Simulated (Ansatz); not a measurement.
# SnAu (Yuanjiangite): the cost of one run

Computed with Ansatz 0.2.0 (DFT PBEsol, scalar-relativistic, plane waves, PAW).

The COD entry's cell or inner coordinates are ideal or old and differ from later refinements, so a difference from it is no clean test against experiment.

1 further run of the same task is left out (set aside as unsound or not needed).

## Step 1: The starting structure

Symmetry: P6_3/mmc, No. 194, hexagonal system. The conventional cell has a = 4.414 Å, b = 4.414 Å, c = 5.670 Å, α = 90.00°, β = 90.00°, γ = 120.00°. Sn (site symmetry -6m2) has 6 Au at 2.92 Å as nearest neighbours. Around Au (site symmetry -3m) lie 2 Au at 2.83 Å and 6 Sn at 2.92 Å.

Coordinates:

```
Sn Au
1.0
     4.41421    0.00000    0.00000
    -2.20710    3.82282    0.00000
     0.00000    0.00000    5.66981
Sn Au
2 2
Direct
  0.33333 0.66667 0.25000
  0.66667 0.33333 0.75000
  0.00000 0.00000 0.00000
  0.00000 0.00000 0.50000
```

This cell was relaxed beforehand with the same method: volume 23.92 Å³/atom, gap on the mesh none (metal).

## Step 2: Relaxing with PBEsol

input.yaml reads:

```yaml
crystal:
  lattice:
    - [4.4142097288, 0.0, 0.0]
    - [-2.2071048644, 3.8228177628, 0.0]
    - [0.0, 0.0, 5.6698098225]
  atoms:
    - { symbol: Sn, position: [0.3333333333, 0.6666666667, 0.25] }
    - { symbol: Sn, position: [0.6666666667, 0.3333333333, 0.75] }
    - { symbol: Au, position: [0.0, 0.0, 0.0] }
    - { symbol: Au, position: [0.0, 0.0, 0.5] }
basis:
  ecutwfc: 420
kpoints:
  mp_grid: { grid: [12, 12, 8] }
hamiltonian:
  xc: pbesol
scf:
  occupations: { method: gaussian, width: 0.1 }
output:
  forces: true
  stress: true
  eigenvalues: true
relax:
  adjacent_minimum: "off"
  f_tol: 0.005
  max_steps: 50
  cell: { stress_tol: 0.05 }
```

Started as:

```console
> ansatz run input.yaml --threads 2 --pin off --max-ram 5120MiB --backend cpu --events-out ev --progress --plain --runs-dir out
```

**Question.** How long does this run take on 2 threads of Arm Neoverse V1, shared host, and how much memory does it need?

About 52 s, with a peak of 0.56 GiB.
